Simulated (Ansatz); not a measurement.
# HfB2: properties at the relaxed cell

The task here is to estimate one member of a computed series from the others.

Method: DFT r2SCAN, scalar-relativistic, plane waves, PAW, in Ansatz 0.2.0.

1 further run of the same task is left out (set aside as unsound or not needed).

## The structure to begin with

Symmetry: P6/mmm, No. 191, hexagonal system. Conventional cell: a = 3.136 Å, b = 3.136 Å, c = 3.481 Å, α = 90.00°, β = 90.00°, γ = 120.00°. Around Hf (site symmetry 6/mmm) lie 12 B at 2.51 Å. B (site symmetry -6m2) has 3 B at 1.81 Å and 6 Hf at 2.51 Å as nearest neighbours.

As a file:

```cif
data_structure
_symmetry_space_group_name_H-M 'P 1'
_symmetry_Int_Tables_number 1
_cell_length_a 3.1359
_cell_length_b 3.1359
_cell_length_c 3.4808
_cell_angle_alpha 90.000
_cell_angle_beta 90.000
_cell_angle_gamma 120.000
_cell_volume 29.64
loop_
_atom_site_label
_atom_site_type_symbol
_atom_site_fract_x
_atom_site_fract_y
_atom_site_fract_z
_atom_site_occupancy
Hf1 Hf 0.00000 0.00000 0.00000 1
B1 B 0.33333 0.66667 0.50000 1
B2 B 0.66667 0.33333 0.50000 1
```

It is the result of an earlier relaxation at this level (volume 9.88 Å³/atom; gap on the mesh: none (metal)).

Set-up of the first run:

Contents of input.yaml:

```yaml
crystal:
  lattice:
    - [3.1359224288, 0.0, 0.0]
    - [-1.5679612144, 2.7157884876, 0.0]
    - [0.0, 0.0, 3.4808320387]
  atoms:
    - { symbol: Hf, position: [0.0, 0.0, 0.0] }
    - { symbol: B, position: [0.3333333333, 0.6666666667, 0.5] }
    - { symbol: B, position: [0.6666666667, 0.3333333333, 0.5] }
basis:
  ecutwfc: 500
kpoints:
  mp_grid: { grid: [15, 15, 12] }
  band_path:
    path:
      - [[0.0, 0.0, 0.0], [0.5, 0.0, 0.0], [0.33333333, 0.33333333, 0.0], [0.0, 0.0, 0.0], [0.0, 0.0, 0.5], [0.5, 0.0, 0.5], [0.33333333, 0.33333333, 0.5], [0.0, 0.0, 0.5]]
      - [[0.5, 0.0, 0.5], [0.5, 0.0, 0.0]]
      - [[0.33333333, 0.33333333, 0.5], [0.33333333, 0.33333333, 0.0]]
    npoints: 14
hamiltonian:
  xc: r2scan
scf:
  occupations: { method: gaussian, width: 0.1 }
  n_extra_bands: 7
output:
  forces: true
  stress: true
  eigenvalues: true
  populations: true
  dos: { projected: true, de: 0.02, nscf_kmesh: { grid: [23, 23, 18] } }
  bader: true
  write_density: true
  write_potential: true
  elf: true
  volumetric_format: npy
```

The run is started by

```bash
$ ansatz run input.yaml --threads 1 --pin off --max-ram 2560MiB --backend cpu --events-out ev --progress --plain --runs-dir out
```

Among the steps run: Electronic structure at the relaxed geometry; Volume × 0.97; Point at V/V0 = 1.03; The cell scaled to 0.94 of its volume; The cell scaled to 1.06 of its volume.

One table of the session follows, with a row left open; its other results are not shown here.

It belongs to the step «Energy against volume». 

```
volume (Å³/atom)  energy above the lowest point (meV/atom)  pressure (GPa)
           9.289                                      31.3           17.78
           9.585                                         ?               ?
           9.882                                       0.0           -0.01
          10.178                                       6.8           -7.13
          10.474                                      25.8          -13.28
```

Estimate the missing values for volume (Å³/atom) = 9.585.

Worked estimate for «energy above the lowest point (meV/atom)». A straight line through the neighbours (9.289, 31.3) and (9.882, 0.0) gives 31.3 + (0.0 − 31.3) × (9.585 − 9.289) / (9.882 − 9.289) = 15.7; a parabola fitted to 3 rows on both sides gives 8.2.

**Answer.** energy above the lowest point (meV/atom): 7.4; pressure (GPa): 8.23. In «energy above the lowest point (meV/atom)» the line misses by +8.3 and the parabola by +0.8.
